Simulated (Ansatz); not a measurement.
# CH7GaO2Si: up Jacob's ladder to CCSD(T)

The task here is to estimate one member of a computed series from the others.

Computed with Ansatz 0.2.0, Gaussian basis. Level: functionals in def2-TZVPP, the program's frozen cores in correlated methods.

Levels to be run: LDA (SPW92), PBE-D4, revPBE-D4, BLYP-D4, r2SCAN-D4, B97M-V, PBE0-D4, B3LYP-D4, r2SCANh-D4, r2SCAN0-D4, HSE06-D4, BHLYP-D4, CAM-B3LYP-D4, LC-ωPBE, ωB97X-V, ωB97M-V, B2PLYP, PBE-QIDH; CCSD(T)/def2-SVP; CCSD(T)/def2-TZVPP; MP2/def2-QZVPP; extrapolation to the limit; RPA on PBE.

## The geometry

An earlier PBE0-D4 in a triple-zeta def2 set relaxation fixed the geometry.

SMILES `CO[SiH](O)[GaH2]`, 12 atoms, charge 0, spin multiplicity 1.

Atoms are counted from 1 here; the program's logs count them from 0.

Bond lengths: C1–O2 1.409 Å, C1–H6 1.091 Å, C1–H7 1.094 Å, C1–H8 1.097 Å, O2–Si3 1.645 Å, Si3–O4 1.655 Å, Si3–Ga5 2.424 Å, Si3–H9 1.489 Å, O4–H10 0.960 Å, Ga5–H11 1.576 Å, Ga5–H12 1.575 Å. Angles: O2–C1–H6 108.4°, O2–C1–H7 111.1°, O2–C1–H8 111.8°, H6–C1–H7 108.7°, H6–C1–H8 108.5°, H7–C1–H8 108.3°, C1–O2–Si3 124.0°, O2–Si3–O4 112.7°, O2–Si3–Ga5 113.9°, O2–Si3–H9 102.3°, O4–Si3–Ga5 102.4°, O4–Si3–H9 110.1°, Ga5–Si3–H9 115.9°, Si3–O4–H10 117.7°, Si3–Ga5–H11 122.5°, Si3–Ga5–H12 120.8°, H11–Ga5–H12 116.6°.

Coordinates:

```
C    -1.4298    1.2553    0.0505
O    -0.3544    0.9667    0.9147
Si    0.9007   -0.0209    0.5222
O     1.7982    0.5601   -0.7411
Ga    0.2203   -2.2027   -0.2848
H    -2.2360    1.6955    0.6398
H    -1.1317    1.9688   -0.7240
H    -1.8108    0.3521   -0.4412
H     1.7119   -0.0142    1.7705
H     2.3319    1.3425   -0.5868
H    -1.1091   -2.4280   -1.1016
H     1.1086   -3.4753   -0.0182
```

Set-up of the first run:

File in.yaml:

```yaml
crystal:
  periodic: [false, false, false]
  atoms:
    - {symbol: C, position_ang: [-1.429786, 1.255292, 0.050484]}
    - {symbol: O, position_ang: [-0.354373, 0.966718, 0.914713]}
    - {symbol: Si, position_ang: [0.900732, -0.020939, 0.522213]}
    - {symbol: O, position_ang: [1.798238, 0.560065, -0.741060]}
    - {symbol: Ga, position_ang: [0.220319, -2.202688, -0.284771]}
    - {symbol: H, position_ang: [-2.236016, 1.695502, 0.639778]}
    - {symbol: H, position_ang: [-1.131688, 1.968799, -0.724038]}
    - {symbol: H, position_ang: [-1.810751, 0.352123, -0.441233]}
    - {symbol: H, position_ang: [1.711932, -0.014190, 1.770502]}
    - {symbol: H, position_ang: [2.331857, 1.342516, -0.586752]}
    - {symbol: H, position_ang: [-1.109055, -2.427958, -1.101646]}
    - {symbol: H, position_ang: [1.108590, -3.475252, -0.018210]}
basis:
  gaussian: {orbitals: def2-TZVPP}
hamiltonian: {xc: lda}
output: {orbitals: {seedname: orbitals}}
```

The run is started by

```sh
> ansatz run in.yaml --threads 2 --pin off --events-out ev --progress --plain --max-ram 32768MiB --backend cuda --devices 0, --max-vram 18GiB
```

Steps of the session up to this table: LDA; PBE-D4 (GGA); revPBE-D4 (GGA); BLYP-D4 (GGA); r2SCAN-D4 (meta-GGA); B97M-V (meta-GGA); B3LYP-D4 (hybrid); r2SCANh-D4 (hybrid); r2SCAN0-D4 (hybrid); HSE06-D4 (hybrid); BHLYP-D4 (hybrid); CAM-B3LYP-D4 (range-separated); LC-ωPBE (range-separated); ωB97X-V (range-separated); ωB97M-V (range-separated); B2PLYP (double hybrid); PBE-QIDH (double hybrid).

One of the session's tables, all rows but one given; the rest of the session is left out.

It belongs to the step «Frontier levels by functional». 

```
  functional  HOMO (eV)  LUMO (eV)  gap (eV)
 LDA (SPW92)      -6.11      -3.08      3.02
      PBE-D4      -6.00      -2.82      3.18
   revPBE-D4      -5.95      -2.69      3.26
     BLYP-D4      -5.89      -2.74      3.15
   r2SCAN-D4      -6.26      -2.59      3.67
      B97M-V      -6.37      -2.81      3.56
     PBE0-D4      -7.16      -2.01      5.15
    B3LYP-D4      -6.97      -2.27      4.70
  r2SCANh-D4          ?          ?         ?
  r2SCAN0-D4      -7.33      -1.89      5.44
    HSE06-D4      -6.76      -2.38      4.38
    BHLYP-D4      -8.22      -1.24      6.98
CAM-B3LYP-D4      -8.44      -1.08      7.36
     LC-ωPBE      -9.71       0.12      9.83
     ωB97X-V      -9.41      -0.05      9.35
     ωB97M-V      -9.22      -0.29      8.93
```

Q: Estimate the row for r2SCANh-D4 from the others.

Worked estimate for «HOMO (eV)». Against the share of exact exchange, r2SCAN-D4 (0, -6.26), r2SCAN0-D4 (0.25, -7.33) give a slope of -4.28 per unit share; at 0.1 the line stands at -6.69.

As computed: HOMO (eV): -6.69; LUMO (eV): -2.30; gap (eV): 4.38. In «HOMO (eV)» the line misses by 0.00.
